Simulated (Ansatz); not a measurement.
Write a Python script for the Python package of Ansatz (0.2.0) that makes vertical spin-state energies of CH₃Zn, SMILES [CH3][Zn]. Settings (for the species named): Hartree-Fock, def2-SVP basis, multiplicity 2.

```xyz
5

C     0.0998   -0.2323   -0.0036
Zn   -0.7611    1.4309    0.7184
H     0.3137   -1.0886    0.5441
H    -0.5608   -0.4684   -0.8404
H     0.9583    0.2847   -0.4599
```

`spin_ch3zn.py`
```python
'''Vertical spin-state energies of CH3Zn.'''

import ansatz as az
from ase import Atoms

BASIS = 'def2-SVP'
FUNCTIONAL = 'hf'

atoms = Atoms(['C', 'Zn', 'H', 'H', 'H'], positions=[
    (0.0998, -0.2323, -0.0036),
    (-0.7611, 1.4309, 0.7184),
    (0.3137, -1.0886, 0.5441),
    (-0.5608, -0.4684, -0.8404),
    (0.9583, 0.2847, -0.4599),
])
molecule = az.Crystal.molecule_from_ase(atoms)

base = (
    molecule.calculation()
    .basis(gaussian=BASIS)
    .functional(FUNCTIONAL)
)
found = {}
for unpaired in [1, 3]:
    data = base.spin('collinear', total=unpaired).run().report
    s = unpaired / 2
    found[unpaired] = data['free_energy_ev']
    print(f'2S+1 = {unpaired + 1}: E = {found[unpaired]:.5f} eV, <S^2> = {abs(data["mean_field"]["state"]["spin_squared"]):.3f} (pure state {s * (s + 1):.2f})')
lowest = min(found, key=found.get)
for unpaired, e in found.items():
    print(f'multiplicity {unpaired + 1}: {23.060548 * (e - found[lowest]):.1f} kcal/mol above the lowest')
```

```console
$ python spin_ch3zn.py
2S+1 = 2: E = -49445.63389 eV, <S^2> = 0.767 (pure state 0.75)
2S+1 = 4: E = -49440.07422 eV, <S^2> = 3.760 (pure state 3.75)
multiplicity 2: 0.0 kcal/mol above the lowest
multiplicity 4: 128.2 kcal/mol above the lowest
```

In order: multiplicity 2 (+0.00 eV) and multiplicity 4 (+5.56 eV), all at the one geometry.

What to keep in mind:
- Total energies depend on the basis set; only differences at equal settings carry meaning.
- The geometry is a force-field or estimated start, not a minimum of this method, and the basis set is short of its limit. All parts are taken at fixed geometry, without zero-point energy.
- The species is open-shell (spin multiplicity 2).
- Hartree-Fock leaves correlation out, so it favours high-spin states too much.
- Run time: 3.7 s on 1 thread of Arm Neoverse V1, on a shared host, peak memory 0.21 GiB.
